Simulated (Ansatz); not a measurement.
# HSBr (triplet): wave-function methods side by side at distance Br1–H2 along a hydrogen transfer = 1.879 Å, cc-pVDZ

How much of the correlation energy of HSBr (triplet) does each wave-function method recover here?

The runs use Ansatz 0.2.0, Gaussian basis; cc-pVDZ, core rule «outside noble gas», up to 19 orbitals frozen.

Plan: UHF; CCSD(T) on ROHF; CCSD(T) on UHF; BCCD(T) on ROHF; CISD; CCSDT(Q) on ROHF; CCSDT(Q) on UHF; CASSCF and MRCISD+Q, 4 electrons in 4 orbitals; CASSCF and NEVPT2, 4 electrons in 4 orbitals; CASSCF and MRCISD+Q, 14 electrons in 9 orbitals; CASSCF and NEVPT2, 14 electrons in 9 orbitals.

7 further runs of the same task are left out: 4 that didn't finish, 3 set aside as unsound or not needed.

### Step 1. The geometry

The geometry derives from fragments relaxed apart (PBE0/def2-TZVP) and kept rigid, so it is no stationary point. A hydrogen atom is moved between rigid fragments. No spin-orbit coupling is included. The filled d shell of Br may be among the frozen orbitals whatever the setting's name suggests; the logs give the count.

3 atoms, charge 0, spin multiplicity 3.

Atoms are counted from 1 here; the program's logs count them from 0.

No contacts short enough for the rule that draws bonds.

### Step 2. UHF

File in.yaml:

```yaml
crystal:
  periodic: [false, false, false]
  atoms:
    - {symbol: Br, position_ang: [0.000000, 0.000000, -1.827000]}
    - {symbol: H, position_ang: [0.000000, 0.000000, 0.052000]}
    - {symbol: S, position_ang: [0.000000, 0.000000, 1.775000]}
basis:
  gaussian: {orbitals: cc-pVDZ}
magnetization: {spin_polarized: true, initial_magnetization: 2}
hamiltonian: {xc: hf}
output: {orbitals: {seedname: orbitals}}
```

Command:

```
$ ansatz run in.yaml --threads 1 --pin off --events-out ev --progress --plain --max-ram 2393MiB
```

After this run come: CCSD(T) on ROHF; CCSD(T) on UHF; BCCD(T) on ROHF; CISD; CCSDT(Q) on ROHF; CCSDT(Q) on UHF; CASSCF and MRCISD+Q, 4 electrons in 4 orbitals; CASSCF and NEVPT2, 4 electrons in 4 orbitals; CASSCF and MRCISD+Q, 14 electrons in 9 orbitals; CASSCF and NEVPT2, 14 electrons in 9 orbitals.

Before running them: what should the planned runs give, taken together? Wanted: UCCSDT(Q) below the RHF energy; RMP2 from UCCSDT(Q); UMP2 from UCCSDT(Q); RCCSD from UCCSDT(Q); RCCSD(T) from UCCSDT(Q); UCCSD(T) from UCCSDT(Q); RCCSDT(Q) from UCCSDT(Q); NEVPT2 pair from UCCSDT(Q); MRCISD+Q pair from UCCSDT(Q).

The runs gave:

| quantity | value |
| --- | --- |
| UCCSDT(Q) below the RHF energy | -7.2802 eV |
| RMP2 from UCCSDT(Q) | +25.43 kcal/mol |
| UMP2 from UCCSDT(Q) | +28.50 kcal/mol |
| RCCSD from UCCSDT(Q) | +4.49 kcal/mol |
| RCCSD(T) from UCCSDT(Q) | +0.87 kcal/mol |
| UCCSD(T) from UCCSDT(Q) | +0.96 kcal/mol |
| RCCSDT(Q) from UCCSDT(Q) | +0.01 kcal/mol |
| NEVPT2 pair from UCCSDT(Q) | +21.87 kcal/mol |
| MRCISD+Q pair from UCCSDT(Q) | +0.72 kcal/mol |
| NEVPT2 valence from UCCSDT(Q) | +34.21 kcal/mol |
| levels within 1 kcal/mol (43 meV) | RCCSD(T), UCCSD(T), BCCD(T), RCCSDT, UCCSDT, RCCSDT(Q), MRCISD+Q pair |
| T1 diagnostic | 0.026 |
| effectively unpaired electrons | 2.02 |

What this shows: RCCSD(T) misses by +0.87 kcal/mol, 0.5 % of the correlation energy. One determinant dominates. Of the multireference levels listed MRCISD+Q pair comes nearest in total energy (+0.72 kcal/mol), which doesn't show that its space is the better one. Coupled cluster took another determinant than the lowest Hartree-Fock one. These misses are within one basis, not against nature; the frozen cores of restricted and unrestricted runs differ, which can shift their rows.
